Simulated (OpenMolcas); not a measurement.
**Gd²⁺ among point charges: CASSCF levels and susceptibility**

How does a field of 8 point charges split the states of Gd²⁺, and what χT follows?

The numbers are computed with OpenMolcas 26.06 (state-averaged CASSCF, spin-orbit coupling by RASSI with atomic mean-field integrals), except any that are marked as measured or tabulated.

### 1 The atom as given

```
Species                           : Gd²⁺ (gadolinium, Z = 64, 62 electrons)
Basis                             : ANO-RCC-VDZP [7s6p4d2f1g], 68 functions
Scalar Hamiltonian                : DKH2, point nucleus
Inactive shells                   : 1s 2s 2p 3s 3p 3d 4s 4p 4d 5s 5p
Active space                      : 8 electrons in 7 orbitals (4f)
Some configurations of this space : 4f8
Orbitals                          : optimised for the highest spin of each parity, averaged over all roots
```

Outer shells as boxes (Hund's rule):

4f8
```
4f [↑↓][↑ ][↑ ][↑ ][↑ ][↑ ][↑ ]
```

The ion sits among 8 point charges of -0.5 e arranged as a cube (Oh), 3.23 Å from the ion.

The work runs as a chain of OpenMolcas steps in one folder; each step below is one input file. Labels, J, g values, rates, χT and fits are worked out afterwards by a script from the matrices that RASSI stores. The input lists half of the charges; inversion (Group=XYZ) makes the rest.

### 2 One- and two-electron integrals

The input, a.inp:

```
&GATEWAY
Coord
1

Gd 0.0 0.0 0.0
Basis=ANO-RCC-VDZP
Group=XYZ
NoMove
AngMom=0.0 0.0 0.0
AMFI
XField
4 Angstrom 0
1.864841 1.864841 1.864841 -0.500000
1.864841 1.864841 -1.864841 -0.500000
1.864841 -1.864841 1.864841 -0.500000
1.864841 -1.864841 -1.864841 -0.500000
&SEWARD
```

Launch:

```sh
> OMP_NUM_THREADS=1 MOLCAS_MEM=2252 MOLCAS_PROJECT=a pymolcas a.inp > a.log
```

### 3 CASSCF: septets of even parity, 7 roots

The input, a.inp:

```
&RASSCF
FileOrb=start.orb
Symmetry=1
Spin=7
nActEl=8 0 0
Inactive=15 12
Ras2=0 7
CIRoot=7 7 1
SDav=7
CIMx=300
Iter=120 100
PrWF=0.3
OrbListing=Nothing
MaxOrb=0
>>> COPY $Project.JobIph JOB001
```

start.orb holds the contracted functions of the basis, ordered by shell, or the orbitals of the step before.

### 4 Reference wave functions, quintets of even parity, 140 roots

The input, a.inp:

```
&RASSCF
FileOrb=start.orb
Symmetry=1
Spin=5
nActEl=8 0 0
Inactive=15 12
Ras2=0 7
CIRoot=140 140 1
SDav=140
CIMx=300
Iter=120 100
PrWF=0.3
OrbListing=Nothing
MaxOrb=0
CIOnly
>>> COPY $Project.JobIph JOB002
```

### 5 CASSCF: triplets of even parity, 162 roots

The input, a.inp:

```
&RASSCF
FileOrb=start.orb
Symmetry=1
Spin=3
nActEl=8 0 0
Inactive=15 12
Ras2=0 7
CIRoot=162 162 1
SDav=588
CIMx=300
Iter=120 100
PrWF=0.3
OrbListing=Nothing
MaxOrb=0
CIOnly
>>> COPY $Project.JobIph JOB003
```

### 6 State interaction with spin-orbit coupling

The input, a.inp:

```
&RASSI
NrOfJobIphs=3 7 77 26
1 2 3 4 5 6 7
1 2 3 4 5 6 7 8 9 10 11 12 13 14 15 16 17 18 19 20 21 22 23 24 25 26 27
28 29 30 31 32 33 34 35 36 37 38 39 40 41 42 43 44 45 46 47 48 49 50 51
52 53 54 55 56 57 58 59 60 61 62 63 64 65 66 67 68 69 70 71 72 73 74 75
76 77
1 2 3 4 5 6 7 8 9 10 11 12 13 14 15 16 17 18 19 20 21 22 23 24 25 26
IphNames
JOB001
JOB002
JOB003
EJob
SpinOrbit
DIPRint=1.0
SOCoupling=1000.0
Subsets=2
Property=9
'ANGMOM' 1 'ANGMOM' 2 'ANGMOM' 3 'MLTPL  1' 1 'MLTPL  1' 2 'MLTPL  1' 3
'AMFI' 1 'AMFI' 2 'AMFI' 3
SOProperty=3
'ANGMOM' 1 'ANGMOM' 2 'ANGMOM' 3
```

**Question.** What will these runs give? Wanted: spin-free ground state; first state of the same spin within the active space; lowest level; next level.

**Answer**, as computed:

```
                                            quantity                            value
                                              method                           CASSCF
                              spin-free ground state  7T1, 3-fold in its orbital part
first state of the same spin within the active space                 7T2 at 23.4 cm⁻¹
                                        lowest level   2-fold E, g = 0.00, 0.00, 0.00
                                          next level                         1.1 cm⁻¹
                                         χT at 300 K                  11.82 cm³ K/mol
                           effective moment at 300 K                          9.72 μB
```

The spin-free ground state (7T1) comes to 100 % from free-ion F terms and keeps the highest spin of the shell. The quintets, triplets rest on orbitals optimised for another spin in at least one step, which raises them against the optimised states. Not all states of the active space went into the spin-orbit step. The free ion's ground configuration, as NIST lists it, lies outside this active space, so the lowest level here need not be the ground level. High states of lower spin are left out of the spin-orbit mixing, and CASSCF puts spin-flip levels too high. This is an electrostatic model: the charges have no orbitals.
